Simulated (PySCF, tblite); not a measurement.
# C7H8BCl: geometry, infrared bands and NMR shifts

Aim: predict the infrared bands and NMR shifts of C7H8BCl (`ClBC1=CC2(C=C1)CC2`).

Computed with tblite 0.8.0 and PySCF 2.14.0, with density-fitted response routines of our own, on a single molecule in the gas phase. Atoms are numbered from 0 throughout.

**1. The starting structure**

17 atoms, charge 0, multiplicity 1; geometry from: force field or distance geometry start.

Bonds of the start (Å): Cl0–B1 1.86, B1–C2 1.56, C2–C3 1.34, C3–C4 1.49, C4–C5 1.46, C5–C6 1.34, C4–C7 1.47, C7–C8 1.54, C6–C2 1.46, C8–C4 1.51, B1–H9 1.17, C3–H10 1.08, C5–H11 1.08, C6–H12 1.10, C7–H13 1.10, C7–H14 1.13, C8–H15 1.10, C8–H16 1.11.

**2. Optimising the geometry with GFN2-xTB**

The job: settings as JSON, then the geometry in Å.

```
{"job": {"kind": "relax", "xc": "GFN2-xTB", "basis": "xTB"}, "charge": 0, "multiplicity": 1}
Cl     3.620900    -1.372800    -1.240200
B      3.015800    -0.137500     0.004900
C      1.477700    -0.147300     0.278600
C      0.587000     0.396600    -0.554700
C     -0.763400     0.196300     0.032300
C     -0.557400    -0.518300     1.287000
C      0.759500    -0.705400     1.414800
C     -1.893800     1.099500    -0.250000
C     -1.870800    -0.316200    -0.854800
H      3.540600     0.911600    -0.007000
H      0.848200     0.881600    -1.489100
H     -1.336900    -0.823700     1.970900
H      1.182400    -1.221400     2.291500
H     -2.721000     1.285900     0.455200
H     -1.722700     1.879300    -1.048700
H     -2.556600    -1.026100    -0.369200
H     -1.616300    -0.370200    -1.931400
```

Launch:

```console
OMP_NUM_THREADS=1 python probes_run.py task.json out
```

One launch serves the whole session: the jobs run in the order shown.

**Question.** This job is followed by: GFN2-xTB harmonic vibrations, gas phase; GIAO PBE0/pcSseg-1 NMR shielding, non-relativistic, gas phase. Predict these results of the whole session: strongest single infrared mode (GFN2-xTB); zero-point energy (GFN2-xTB); 13C shifts against TMS (PBE0/pcSseg-1, means over atoms taken as alike); 1H shifts against TMS (PBE0/pcSseg-1, means over atoms taken as alike); 35Cl shifts against HCl (PBE0/pcSseg-1); 11B shifts against BF3·OEt2 (PBE0/pcSseg-1).

The runs gave:

| quantity | value |
| --- | --- |
| strongest single infrared mode (GFN2-xTB) | 1510 cm⁻¹, 245 km/mol |
| zero-point energy (GFN2-xTB) | 80.5 kcal/mol |
| 13C shifts against TMS (PBE0/pcSseg-1, means over atoms taken as alike) | 172.4, 155.0, 146.0, 142.3, 44.7, 18.7 ppm |
| 1H shifts against TMS (PBE0/pcSseg-1, means over atoms taken as alike) | 7.71, 7.11, 6.65, 6.30, 1.84, 1.80 ppm |
| 35Cl shifts against HCl (PBE0/pcSseg-1) | 227 ppm |
| 11B shifts against BF3·OEt2 (PBE0/pcSseg-1) | 56.1 ppm |

In words: The optimisation took 112 steps and gained 1.008 eV; among the close pairs (by a distance rule), Cl0–B1 changed most, from 1.855 to 1.705 Å. All 45 modes are real, so the xTB geometry is a minimum. The strongest single mode, at 1510 cm⁻¹, moves mainly C2 and C3. Unscaled tight-binding wavenumbers are off by several per cent, some by more. Its intensities can rank the bands wrongly. At PBE0/pcSseg-1: The widest tensor belongs to Cl0: span 687 ppm, with a paramagnetic part of -425 ppm.
